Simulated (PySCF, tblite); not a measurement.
# C₄H₈FNSi₂: geometry, infrared bands and NMR shifts

What infrared bands and NMR shifts should C₄H₈FNSi₂ (`[H]/N=C\[C@H]([SiH3])C#C[SiH2]F`) show?

The runs use tblite 0.8.0 and PySCF 2.14.0, with density-fitted response routines of our own; the level of theory stands in each step. All values are computed, except where a source is named. Atoms count from 0, in the outputs and in this text.

## (1) The molecule as given

16 atoms, charge 0, multiplicity 1; geometry from: force field or distance geometry start.

Bonds of the start (Å): N0–C1 1.29, C1–C2 1.51, C2–Si3 1.86, C2–C4 1.47, C4–C5 1.20, C5–Si6 1.84, Si6–F7 1.68, N0–H8 1.02, C1–H9 1.09, C2–H10 1.12, Si3–H11 1.48, Si3–H12 1.47, Si3–H13 1.47, Si6–H14 1.49, Si6–H15 1.44.

## (2) Geometry optimisation with GFN2-xTB

What the job is given:

```
{"job": {"kind": "relax", "xc": "GFN2-xTB", "basis": "xTB"}, "charge": 0, "multiplicity": 1}
N     -0.771700     2.175800     0.731400
C     -1.660800     1.402000     0.195800
C     -1.170400     0.119700    -0.434500
Si    -2.028700    -1.264600     0.453600
C      0.275200    -0.025800    -0.230600
C      1.461200    -0.126900    -0.067000
Si     3.276400    -0.251500     0.180000
F      3.599500    -0.662500     1.779400
H      0.205800     1.881400     0.683600
H     -2.722600     1.659400     0.233600
H     -1.411400     0.105500    -1.529400
H     -1.084400    -2.030300     1.292700
H     -2.662900    -2.178700    -0.506200
H     -3.015600    -0.675800     1.367100
H      3.908400     1.066000    -0.108100
H      3.794200    -1.184700    -0.785100
```

Launch:

```
OMP_NUM_THREADS=1 python probes_run.py task.json out
```

The driver reads the jobs from task.json and runs them one after another.

**Question.** This job is followed by: GFN2-xTB harmonic vibrations, gas phase; GIAO PBE0/pcSseg-1 NMR shielding, non-relativistic, gas phase. What will the session give for the following? strongest single infrared mode (GFN2-xTB); zero-point energy (GFN2-xTB); ¹³C shifts against TMS (PBE0/pcSseg-1); ¹H shifts against TMS (PBE0/pcSseg-1, means over atoms taken as alike); ¹⁵N shifts against NH3 (PBE0/pcSseg-1); ²⁹Si shifts against TMS (PBE0/pcSseg-1); ¹⁹F shifts against CFCl3 (PBE0/pcSseg-1).

The runs gave:

```
                                                              quantity                                    value
                             strongest single infrared mode (GFN2-xTB)                     763 cm⁻¹, 445 km/mol
                                          zero-point energy (GFN2-xTB)                            63.0 kcal/mol
                                ¹³C shifts against TMS (PBE0/pcSseg-1)             167.1, 113.2, 92.8, 29.4 ppm
¹H shifts against TMS (PBE0/pcSseg-1, means over atoms taken as alike)  11.74, 7.77, 5.27, 5.20, 4.00, 3.05 ppm
                                ¹⁵N shifts against NH3 (PBE0/pcSseg-1)                                355.8 ppm
                               ²⁹Si shifts against TMS (PBE0/pcSseg-1)                         -29.8, -61.3 ppm
                              ¹⁹F shifts against CFCl3 (PBE0/pcSseg-1)                               -215.7 ppm
```

Relaxing lowered the energy by 0.620 eV in 113 steps; the close pair that moved most is C2–Si3, from 1.855 to 1.934 Å. No mode is imaginary among the 42: a minimum at this level. Unscaled tight-binding wavenumbers are off by several per cent, some by more. Its intensities can rank the bands wrongly. At PBE0/pcSseg-1: The widest tensor belongs to N0: span 687 ppm, with a paramagnetic part of -416 ppm.
